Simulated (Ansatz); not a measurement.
# YAl3N4: the cost of one run

Method: DFT PBE, scalar-relativistic, plane waves, PAW, in Ansatz 0.2.0.

1 further run of the same task is left out (it didn't finish).

## (1) The starting structure

Symmetry: Cmmm, No. 65, orthorhombic system. The conventional cell has a = 6.143 Å, b = 8.574 Å, c = 3.083 Å, α = 90.00°, β = 90.00°, γ = 90.00°. Around Y (site symmetry mmm) lie 6 N at 2.27 to 2.29 Å. Al (site symmetry 2/m) is surrounded by 6 N at 2.15 to 2.18 Å. Al (site symmetry mmm) has 6 N at 2.01 to 2.07 Å as nearest neighbours. N (site symmetry m2m) has 5 Al at 2.01 to 2.18 Å and 1 Y at 2.27 Å as nearest neighbours. Around N (site symmetry 2mm) lie 4 Al at 2.07 to 2.15 Å and 2 Y at 2.29 Å.

Structure file:

```cif
data_structure
_symmetry_space_group_name_H-M 'P 1'
_symmetry_Int_Tables_number 1
_cell_length_a 5.2738
_cell_length_b 5.2738
_cell_length_c 3.0828
_cell_angle_alpha 90.000
_cell_angle_beta 90.000
_cell_angle_gamma 108.756
_cell_volume 81.19
loop_
_atom_site_label
_atom_site_type_symbol
_atom_site_fract_x
_atom_site_fract_y
_atom_site_fract_z
_atom_site_occupancy
Y1 Y 0.00000 0.00000 0.00000 1
Al1 Al 0.00000 0.50000 0.50000 1
Al2 Al 0.50000 0.00000 0.50000 1
Al3 Al 0.50000 0.50000 0.00000 1
N1 N 0.73475 0.26525 0.00000 1
N2 N 0.72525 0.72525 0.50000 1
N3 N 0.27475 0.27475 0.50000 1
N4 N 0.26525 0.73475 0.00000 1
```

It is the end of an earlier relaxation with the same method, from a generated guess; it needn't be the stable form of this composition. At a tolerance of 0.02 Å it has space group Cmmm (No. 65); it has 10.15 Å³/atom, an uncorrected energy of -1.07 eV/atom over the elements.

## (2) Electronic structure at the relaxed geometry

Contents of input.yaml:

```yaml
crystal:
  lattice:
    - [3.0716271518, -4.2869588803, 0.0]
    - [3.0716271518, 4.2869588803, 0.0]
    - [0.0, 0.0, 3.0827811197]
  atoms:
    - { symbol: "Y", position: [0.0, 0.0, 0.0] }
    - { symbol: Al, position: [0.0, 0.5, 0.5] }
    - { symbol: Al, position: [0.5, 0.0, 0.5] }
    - { symbol: Al, position: [0.5, 0.5, 0.0] }
    - { symbol: "N", position: [0.734751851, 0.265248149, 0.0] }
    - { symbol: "N", position: [0.725249412, 0.725249412, 0.5] }
    - { symbol: "N", position: [0.274750588, 0.274750588, 0.5] }
    - { symbol: "N", position: [0.265248149, 0.734751851, 0.0] }
basis:
  ecutwfc: 420
kpoints:
  mp_grid: { grid: [6, 6, 10] }
  band_path:
    path:
      - [[0.0, 0.0, 0.0], [-0.5, 0.5, 0.0], [-0.37834483, 0.62165517, 0.0]]
      - [[0.37834483, 0.37834483, 0.0], [0.0, 0.0, 0.0], [0.0, 0.0, 0.5], [0.37834483, 0.37834483, 0.5]]
      - [[-0.37834483, 0.62165517, 0.5], [-0.5, 0.5, 0.5], [-0.5, 0.5, 0.0]]
      - [[0.0, 0.0, 0.0], [0.0, 0.5, 0.0], [0.0, 0.5, 0.5], [0.0, 0.0, 0.5], [-0.5, 0.5, 0.5]]
    npoints: 14
hamiltonian:
  xc: pbe
scf:
  occupations: { method: gaussian, width: 0.02 }
  n_extra_bands: 20
output:
  forces: true
  stress: true
  eigenvalues: true
  populations: true
  dos: { projected: true, de: 0.02, nscf_kmesh: { grid: [9, 9, 15] } }
  bader: true
  write_density: true
  write_potential: true
  elf: true
  volumetric_format: npy
```

The run is started by

```bash
ansatz run input.yaml --threads 1 --pin off --max-ram 2560MiB --backend cpu --events-out ev --progress --plain --runs-dir out
```

**Question.** How long does this run take on 1 thread of Intel Xeon Platinum 8259CL at 2.50GHz (Skylake/Cascade Lake), shared host, and how much memory does it need?

About 2.7 min, with a peak of 0.64 GiB.
